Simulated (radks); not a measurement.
**The Coulomb parameter U of the 5d shell of Lu⁺**

Aim: U as the second difference [E(n + 0.25) + E(n − 0.25) − 2E(n)]/0.25², with all orbitals relaxed. Bare: the atom's charge changes with n. Screened: the 6s shell takes up the change. The start is a model configuration, not necessarily the ground state.

Method: scalar-relativistic Kohn-Sham, r2SCAN, spin-unpolarised, spherical densities, finite nucleus. Code: radks (a radial shooting solver on a logarithmic mesh, Libxc functionals) version 1.

### Step 1. The system

```
element            : lutetium (Z = 71)
charge             : +1
electrons          : 70
configuration      : [Xe] 4f14 5d1 6s1
nuclear rms radius : 5.37 fm
```

The outer shells:

Lu⁺
```
[Xe] core
4f [↑↓][↑↓][↑↓][↑↓][↑↓][↑↓][↑↓]
5d [↑ ][  ][  ][  ][  ]
6s [↑ ]
```

### Step 2. Start: [Xe] 4f14 5d1 6s1

The run's settings:

```text
Z 71
configuration [Xe] 4f14 5d1 6s1
relativity scalar-relativistic
functional r2scan,r2scan
spin unpolarised
nucleus finite rms 5.37 fm
c 137.035999084
```

### Step 3. Bare +0.25: [Xe] 4f14 5d1.25 6s1

Settings, as their differences from step 2:

```diff
@@ -1,3 +1,3 @@
 Z 71
-configuration [Xe] 4f14 5d1 6s1
+configuration [Xe] 4f14 5d1.25 6s1
 relativity scalar-relativistic
```

### Step 4. Bare -0.25: [Xe] 4f14 5d0.75 6s1

The run's settings:

```text
Z 71
configuration [Xe] 4f14 5d0.75 6s1
relativity scalar-relativistic
functional r2scan,r2scan
spin unpolarised
nucleus finite rms 5.37 fm
c 137.035999084
```

### Step 5. Screened +0.25: [Xe] 4f14 5d1.25 6s0.75

The run's settings:

```text
Z 71
configuration [Xe] 4f14 5d1.25 6s0.75
relativity scalar-relativistic
functional r2scan,r2scan
spin unpolarised
nucleus finite rms 5.37 fm
c 137.035999084
```

### Step 6. Screened -0.25: [Xe] 4f14 5d0.75 6s1.25

The run's settings:

```text
Z 71
configuration [Xe] 4f14 5d0.75 6s1.25
relativity scalar-relativistic
functional r2scan,r2scan
spin unpolarised
nucleus finite rms 5.37 fm
c 137.035999084
```

What does the calculation give?

As calculated:

```tsv
quantity	value (eV)
U, bare	7.816
U, screened by 6s	-0.006
F0(5d,5d), frozen orbitals	9.983
```

In words: Relaxing the orbitals brings U down to 78 % of the Slater integral F0. Letting 6s compensate leaves 0 % of the bare value; this second difference measures U(5d,5d) + U(6s,6s) − 2U(5d,6s). A solid screens further than the bare atom, so the bare value is an upper guide for the U of a crystal.
